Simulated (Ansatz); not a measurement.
# C₃H₆AlF: how energies converge with the basis set

One table from this session's results is given with a row withheld; the runs are named, their logs left out.

The runs use Ansatz 0.2.0, Gaussian basis; one geometry, several basis sets.

The runs, in order: PBE0-D4/def2-SVP; ωB97M-V/def2-SVP; PBE0-D4/def2-QZVPP; ωB97M-V/def2-QZVPP; the functionals' def2-TZVPP values are taken from earlier runs.

## The relaxed structure

The geometry comes from an earlier relaxation with PBE0-D4 in a triple-zeta def2 set; it is a stationary point, not always the lowest conformer.

SMILES `F[C@H]1C[C@@H]1[AlH2]`, 11 atoms, charge 0, spin multiplicity 1.

Atoms are counted from 1 here; the program's logs count them from 0.

Bond lengths: F1–C2 1.366 Å, C2–C3 1.468 Å, C2–C4 1.501 Å, C2–H6 1.085 Å, C3–C4 1.539 Å, C3–H7 1.083 Å, C3–H8 1.084 Å, C4–Al5 1.932 Å, C4–H9 1.087 Å, Al5–H10 1.586 Å, Al5–H11 1.590 Å. Angles: F1–C2–C3 117.4°, F1–C2–C4 117.1°, F1–C2–H6 110.7°, C3–C2–C4 62.5°, C3–C2–H6 120.8°, C4–C2–H6 121.0°, C2–C3–C4 59.8°, C2–C3–H7 116.3°, C2–C3–H8 119.0°, C4–C3–H7 116.4°, C4–C3–H8 119.5°, H7–C3–H8 114.9°, C2–C4–C3 57.7°, C2–C4–Al5 121.8°, C2–C4–H9 111.4°, C3–C4–Al5 121.2°, C3–C4–H9 111.9°, Al5–C4–H9 118.5° and more.

Set-up of the first run:

in.yaml

```yaml
crystal:
  periodic: [false, false, false]
  atoms:
    - {symbol: F, position_ang: [-0.982991, 0.602340, 2.139218]}
    - {symbol: C, position_ang: [-0.050296, 0.258840, 1.201763]}
    - {symbol: C, position_ang: [-0.117960, -1.097722, 0.645476]}
    - {symbol: C, position_ang: [-0.526736, 0.112127, -0.213512]}
    - {symbol: Al, position_ang: [0.547672, 0.682287, -1.714392]}
    - {symbol: H, position_ang: [0.905483, 0.721510, 1.424886]}
    - {symbol: H, position_ang: [-0.923292, -1.725035, 1.007429]}
    - {symbol: H, position_ang: [0.805548, -1.621310, 0.424893]}
    - {symbol: H, position_ang: [-1.606823, 0.215736, -0.280374]}
    - {symbol: H, position_ang: [-0.110716, 1.235812, -3.047151]}
    - {symbol: H, position_ang: [2.125610, 0.558416, -1.567535]}
basis:
  gaussian: {orbitals: def2-SVP}
hamiltonian: {xc: pbe0, dispersion: d4}
output: {orbitals: {seedname: orbitals}}
```

Run with:

```console
$ ansatz run in.yaml --threads 4 --pin off --events-out ev --progress --plain --max-ram 10444MiB
```

Among the steps run: PBE0-D4 in def2-SVP; ωB97M-V in def2-SVP; PBE0-D4 in def2-QZVPP; ωB97M-V in def2-QZVPP.

One table of the session follows, with a row left open; its other results are not shown here.

It belongs to the step «Density functionals: the series». 

```
functional       basis  HOMO (eV)  LUMO (eV)
   PBE0-D4    def2-SVP      -7.69      -1.45
   PBE0-D4  def2-TZVPP      -7.72      -1.51
   PBE0-D4  def2-QZVPP      -7.74      -1.54
   ωB97M-V    def2-SVP      -9.91       0.21
   ωB97M-V  def2-TZVPP      -9.96       0.06
   ωB97M-V  def2-QZVPP          ?          ?
```

Q: Estimate the row for ωB97M-V, def2-QZVPP from the others.

As computed: HOMO (eV): -9.98; LUMO (eV): -0.12. In the column «HOMO (eV)» it is the lowest.
